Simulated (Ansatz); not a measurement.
# TeH3N (SMILES N[TeH]): single points off equilibrium

One table from this session's results is given with a row withheld; the runs are named, their logs left out.

Program: Ansatz 0.2.0, Gaussian basis. Level of theory: single points in def2-TZVPP. These are calculated values, not measurements.

Cores are frozen in the correlated methods. Filled d shells of the heavier atoms are correlated. Core potentials replace the inner electrons past krypton, and spin-orbit coupling is left out.

## The starting structure

SMILES `N[TeH]`, 5 atoms, charge 0, spin multiplicity 1.

Atoms are counted from 1 here; the program's logs count them from 0.

Bond lengths: N1–Te2 1.989 Å, N1–H3 0.999 Å, N1–H4 1.001 Å, Te2–H5 1.562 Å. Angles: Te2–N1–H3 107.2°, Te2–N1–H4 115.2°, H3–N1–H4 107.9°, N1–Te2–H5 86.7°.

Geometry (Å):

```xyz
5
H3NTe
N    -0.1782   -0.6077   -0.1348
Te    0.4722    1.1270    0.5877
H    -1.0839   -0.7690    0.2537
H     0.3946   -1.4000    0.0796
H     0.3757    1.6689   -0.8744
```

Set-up of the first run:

File run/in.yaml:

```yaml
crystal:
  periodic: [false, false, false]
  atoms:
    - {symbol: N, position_ang: [-0.178200, -0.607700, -0.134800]}
    - {symbol: Te, position_ang: [0.472200, 1.127000, 0.587700]}
    - {symbol: H, position_ang: [-1.083900, -0.769000, 0.253700]}
    - {symbol: H, position_ang: [0.394600, -1.400000, 0.079600]}
    - {symbol: H, position_ang: [0.375700, 1.668900, -0.874400]}
basis:
  gaussian: {orbitals: def2-TZVPP}
correlation: {method: ccsd_t}
output: {forces: true}
```

No record of the launch command was kept for these runs.

Steps of the session up to this table: CCSD(T)/def2-TZVPP; PBE0-D4/def2-TZVPP; wB97M-V/def2-TZVPP; r2SCAN-D4/def2-TZVPP; PBE-D4/def2-TZVPP; SPW92/def2-TZVPP; HSE06-D4/def2-TZVPP.

One of the session's tables, all rows but one given; the rest of the session is left out.

```
   method  RMS force component (eV/Å)  angle to CCSD(T) forces (°)  dipole (D)
  CCSD(T)                       0.731                    reference        1.09
  PBE0-D4                       0.779                          5.3        1.11
  wB97M-V                           ?                            ?           ?
r2SCAN-D4                       0.818                          2.0        1.14
   PBE-D4                       0.957                          7.4        1.14
    SPW92                       0.879                         15.5        1.13
 HSE06-D4                       0.780                          5.0        1.12
```

Estimate the missing values for wB97M-V.

**Answer.** RMS force component (eV/Å): 0.721; angle to CCSD(T) forces (°): 5.7; dipole (D): 1.10. In the column «RMS force component (eV/Å)» it is the lowest.
